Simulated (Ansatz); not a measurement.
# CH3BFNO: the cost of one run

The runs use Ansatz 0.2.0, Gaussian basis; the settings change from run to run.

## 1. The molecule

The structure was relaxed beforehand with PBE0-D4 in a triple-zeta def2 set.

SMILES `C=NB(O)F`, 8 atoms, charge 0, spin multiplicity 1.

Atoms are counted from 1 here; the program's logs count them from 0.

Bond lengths: C1–N2 1.251 Å, C1–H6 1.095 Å, C1–H7 1.099 Å, N2–B3 1.426 Å, B3–O4 1.356 Å, B3–F5 1.330 Å, O4–H8 0.959 Å. Angles: N2–C1–H6 120.4°, N2–C1–H7 123.9°, H6–C1–H7 115.8°, C1–N2–B3 134.3°, N2–B3–O4 123.3°, N2–B3–F5 119.4°, O4–B3–F5 117.1°, B3–O4–H8 113.2°.

## 2. LC-wPBE/cc-pVTZ-DK

Set apart from the defaults: atoms shaken by 0.15 Å.

in.yaml reads:

```yaml
crystal:
  periodic: [false, false, false]
  atoms:
    - {symbol: C, position_ang: [-0.431821, 0.928647, -0.988181]}
    - {symbol: N, position_ang: [-0.124148, 0.330622, 0.035840]}
    - {symbol: B, position_ang: [0.392455, -0.320062, 1.064022]}
    - {symbol: O, position_ang: [0.203347, -1.388576, 1.247364]}
    - {symbol: F, position_ang: [1.644130, 0.519787, 1.368964]}
    - {symbol: H, position_ang: [-1.225871, 1.586240, -1.378452]}
    - {symbol: H, position_ang: [0.196842, 0.486162, -1.607181]}
    - {symbol: H, position_ang: [-0.337630, -2.064036, 0.784403]}
basis:
  gaussian: {orbitals: cc-pVTZ-DK}
hamiltonian: {xc: {name: LC-wPBE}}
output: {forces: true}
```

Run with:

```sh
$ ansatz run in.yaml --threads 2 --pin off --events-out ev --progress --plain --max-ram 4352MiB
```

What time and memory should one allow on 2 threads of Arm Neoverse V1, shared host?

About 3.3 s, with a peak of 0.26 GiB.
